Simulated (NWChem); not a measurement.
# CH4Ga (SMILES [CH3][GaH]) at UMP2/def2-TZVP

What is the vertical ionisation energy of CH4Ga at UMP2/def2-TZVP? 

Program for the calculation: NWChem 7.3.0.

4 further runs of the same task are left out: 2 that didn't finish, 2 set aside as unsound or not needed.

## (1) The molecule

CH4Ga has 6 atoms, charge 0, and is taken as a doublet. SMILES: `[CH3][GaH]`. The shape is that of a PBE0-D4/def2-TZVP optimisation.

Bond lengths: C1–Ga2 1.990 Å, C1–H3 1.089 Å, C1–H4 1.095 Å, C1–H5 1.094 Å, Ga2–H6 1.603 Å. Angles: C1–Ga2–H6 119.3°, Ga2–C1–H3 113.1°, Ga2–C1–H4 108.5°, Ga2–C1–H5 108.8°, H3–C1–H4 109.1°, H3–C1–H5 109.3°, H4–C1–H5 107.8°.

## (2) A single-point energy at UMP2/def2-TZVP

Input file geom.nw:

```
start geom
title "CH4Ga energy"
memory 2200 mb

geometry units angstroms noautosym nocenter noautoz
 C     -0.029300    -0.418300    -0.518000
 Ga     0.685700     0.372600     1.162100
 H      0.574700    -1.243100    -0.892900
 H     -1.046400    -0.775600    -0.328700
 H     -0.085700     0.364700    -1.280300
 H     -0.056900     1.635600     1.811600
end

basis spherical bse
 * library def2-TZVP
end

scf
 doublet
 uhf
 thresh 1e-08
 maxiter 80
 print low
end

mp2
 freeze core 10
 tight
end

task mp2 energy
```

On the command line:

```
$ nwchem geom.nw > geom.out
```

Standard output (excerpt; [...] marks lines left out):

```text
[...]
  functions       =   103
[...]
  wavefunction    = UHF
[...]
         Total SCF energy =  -1963.418791564022
      One electron energy =  -2917.623546507785
      Two electron energy =    864.333746584277
 Nuclear repulsion energy =     89.871008359487
                       Sz =      0.5000
                 Sz(Sz+1) =      0.7500
                      S^2 =      0.7557
[...]
          Total MP2 energy         -1963.799414937987
[...]
```

It took 57 s on 1 thread of AMD EPYC 9R14 (Zen 4), shared host; peak memory 0.28 GiB.

## (3) The singlet cation, same level

Input file mymol.nw:

```
start mymol
title "CH4Ga mp2"
memory total 2200 mb
charge 1
geometry noautosym nocenter noautoz
   C       -0.029300      -0.418300      -0.518000
   Ga       0.685700       0.372600       1.162100
   H        0.574700      -1.243100      -0.892900
   H       -1.046400      -0.775600      -0.328700
   H       -0.085700       0.364700      -1.280300
   H       -0.056900       1.635600       1.811600
end
basis spherical bse
   * library def2-TZVP
end
scf
   thresh 1e-08
   maxiter 80
   print low
end
mp2
   freeze core 10
   tight
end
task mp2
```

On the command line:

```
$ nwchem mymol.nw > mymol.out
```

Standard output (excerpt; [...] marks lines left out):

```text
[...]
  functions       =   103
[...]
  wavefunction    = RHF
[...]
         Total SCF energy =  -1963.157937860792
      One-electron energy =  -2906.538764622075
      Two-electron energy =    853.509818401797
 Nuclear repulsion energy =     89.871008359487
        Time for solution =     36.7s
[...]
          Total MP2 energy         -1963.529438071753
[...]
```

Run time: 43 s. Hardware: 1 thread of AMD EPYC 9R14 (Zen 4), shared host; peak memory 0.27 GiB.

## (4) Summary of results

Level: UMP2/def2-TZVP, 10 core orbitals frozen.

| quantity | value |
| --- | --- |
| doublet CH4Ga: total energy | -1963.79941 Eh |
| doublet CH4Ga: correlation energy (10 core orbitals frozen) | -380.6 mEh |
| doublet CH4Ga: ⟨S²⟩ of the reference determinant | 0.756 |
| singlet cation: total energy | -1963.52944 Eh |
| singlet cation: correlation energy (10 core orbitals frozen) | -371.5 mEh |
| vertical ionisation energy (to the singlet cation) | 7.346 eV |

**Reading.** The vertical ionisation energy comes to 7.35 eV (169 kcal/mol). Only the singlet of the ionised species was computed; a triplet could lie lower.
